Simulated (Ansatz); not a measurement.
# H3O4Ta: the cost of one run

Method: the settings change from run to run; program: Ansatz 0.2.0, Gaussian basis.

## (1) The relaxed structure

The structure was relaxed beforehand with PBE-D4/def2-SVP. Ta takes a core potential in def2 sets; no spin-orbit term is included.

8 atoms, charge 0, spin multiplicity 1.

Atoms are counted from 1 here; the program's logs count them from 0.

Bond lengths: Ta1–O2 1.940 Å, Ta1–O3 1.941 Å, Ta1–O4 1.901 Å, Ta1–O5 1.901 Å, Ta1–H6 1.776 Å, O2–O3 1.485 Å, O4–H8 0.972 Å, O5–H7 0.972 Å. Angles: O2–Ta1–O3 45.0°, O2–Ta1–O4 111.9°, O2–Ta1–O5 111.9°, O2–Ta1–H6 123.2°, O3–Ta1–O4 124.2°, O3–Ta1–O5 124.2°, O3–Ta1–H6 78.2°, O4–Ta1–O5 111.5°, O4–Ta1–H6 98.5°, O5–Ta1–H6 98.5°, Ta1–O2–O3 67.5°, Ta1–O3–O2 67.5°, Ta1–O4–H8 137.2°, Ta1–O5–H7 137.3°.

## (2) PBE0/def2-SVPD

Set apart from the defaults: unrestricted orbitals, atoms shaken by 0.15 Å, a point charge of 2.00 e beside it.

in.yaml reads:

```yaml
crystal:
  periodic: [false, false, false]
  atoms:
    - {symbol: Ta, position_ang: [-0.029247, -0.029484, 0.241312]}
    - {symbol: O, position_ang: [1.295983, -1.632741, 0.307055]}
    - {symbol: O, position_ang: [1.859001, -0.436121, 0.947797]}
    - {symbol: O, position_ang: [0.173214, 0.397318, -1.680158]}
    - {symbol: O, position_ang: [-1.510172, -0.328417, 0.518212]}
    - {symbol: H, position_ang: [0.515468, 1.517793, 0.622060]}
    - {symbol: H, position_ang: [-1.758892, -0.675084, 2.023020]}
    - {symbol: H, position_ang: [0.686319, 0.799024, -2.454780]}
basis:
  gaussian: {orbitals: def2-SVPD, point_charges: [{charge: 2.00, position_ang: [4.910, -0.845, -0.849]}]}
magnetization: {spin_polarized: true, initial_magnetization: 0}
hamiltonian: {xc: {name: PBE0}}
scf: {omitted_lower_state_checks: [starts]}
output: {forces: true}
```

Run with:

```bash
> ansatz run in.yaml --threads 4 --pin off --events-out ev --progress --plain --max-ram 3916MiB
```

What time and memory should one allow on 4 threads of Arm Neoverse V1, shared host?

About 10 s, with a peak of 0.66 GiB.
